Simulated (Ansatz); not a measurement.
Task: a short molecular-dynamics run of C₂H₅BO, SMILES BOC=C, with Ansatz 0.2.0 through its Python package. Give the script and its output. Level of theory (for the species named): Hartree-Fock, def2-SVP basis, multiplicity 1.

Contents of `c2h5bo.xyz`:
```text
9

B    -0.19320    1.83880   -0.27050
O     0.09450    0.47650   -0.63160
C    -0.03920   -0.55140    0.28610
C     0.38060   -1.78300   -0.05370
H    -0.13820    2.72400   -1.11620
H    -0.61360    2.17900    0.80340
H    -0.31530   -0.35280    1.31600
H     0.26540   -2.58150    0.66240
H     0.64750   -1.99580   -1.01300
```

Script `md.py`:
```python
'''Molecular dynamics of one C2H5BO molecule.'''

import ansatz as az
import numpy as np

system = az.Crystal.molecule_from_extxyz('c2h5bo.xyz')

job = (
    system.calculation()
    .basis(gaussian='def2-SVP')
    .functional('HF')
    .scf(lower_state_search='standard')
)
symbols = [site.symbol for site in system.cartesian_sites]
start = np.array([site.position_ang for site in system.cartesian_sites], dtype=float)
r = job.relax(force_tolerance=0.02).run(threads=1, backend='cpu').report
end = np.array(r['positions_ang'])
minimum = az.Crystal.molecule()
for symbol, place in zip(symbols, end):
    minimum = minimum.atom(symbol, place.tolist())

# dynamics from the relaxed geometry
job = (
    minimum.calculation()
    .basis(gaussian='def2-SVP')
    .functional('HF')
    .scf(lower_state_search='standard')
    .md('nvt_langevin', timestep=0.5, steps=20, temperature=200, initial_velocities='maxwell_boltzmann', seed=73, friction=0.02)
)
frames = []
res = job.session().plan().execute(on_event=lambda e: frames.append(e['data']) if e['event'] == 'md_step' else None)
print('t (fs)   E_pot (eV)      E_kin (eV)   T (K)   d(0-1) (A)')
for f in frames[::3]:
    xyz = np.array(f['positions_ang'])
    print(f'{f["time_fs"]:6.2f} {f["lagrangian_ev"]:14.5f} {f["e_kin_ev"]:10.5f} {f["temperature_k"]:8.1f} {np.linalg.norm(xyz[0] - xyz[1]):9.4f}')
print('mean temperature', round(float(np.mean([f['temperature_k'] for f in frames])), 1), 'K')
symbols = [site.symbol for site in system.cartesian_sites]
with open('last_frame.xyz', 'w') as handle:
    handle.write(f'{len(symbols)}\nt = {frames[-1]["time_fs"]} fs\n')
    handle.writelines('{:2s} {:10.5f} {:10.5f} {:10.5f}\n'.format(s, *xyz) for s, xyz in zip(symbols, frames[-1]['positions_ang']))
```

```console
$ python md.py
t (fs)   E_pot (eV)      E_kin (eV)   T (K)   d(0-1) (A)
  0.00    -4845.33813    0.20682    177.8    1.3436
  1.50    -4845.30389    0.13280    114.2    1.3603
  3.00    -4845.25506    0.08600     73.9    1.3718
  4.50    -4845.23736    0.08864     76.2    1.3789
  6.00    -4845.24868    0.07608     65.4    1.3808
  7.50    -4845.26581    0.09616     82.7    1.3780
  9.00    -4845.27524    0.08387     72.1    1.3731
mean temperature 89.3 K
```

File `last_frame.xyz` afterwards:
```text
9
t = 10.0 fs
B    -0.20623    1.80414   -0.26433
O     0.11955    0.51222   -0.57648
C    -0.00799   -0.49844    0.30414
C     0.31700   -1.74621   -0.03060
H    -0.08877    2.63482   -1.11766
H    -0.66429    2.08164    0.81370
H    -0.44579   -0.22841    1.27225
H     0.24804   -2.52038    0.70392
H     0.66395   -1.94308   -1.04975
```

What to keep in mind:
- These settings explore the input space; basis and method may be short of convergence.
- The trajectory is only some femtoseconds long, so its temperature is not equilibrated; where the script doesn't relax first, it starts from a rough generated geometry.
- The printed temperature counts all 3N degrees of freedom under Langevin dynamics, so the first row lies under the target.
- Timing: 35 s on 1 thread of Arm Neoverse V1, with other jobs on the host, peak memory 0.22 GiB.

(Lines on the test bed's own set-up are left out of the output.)
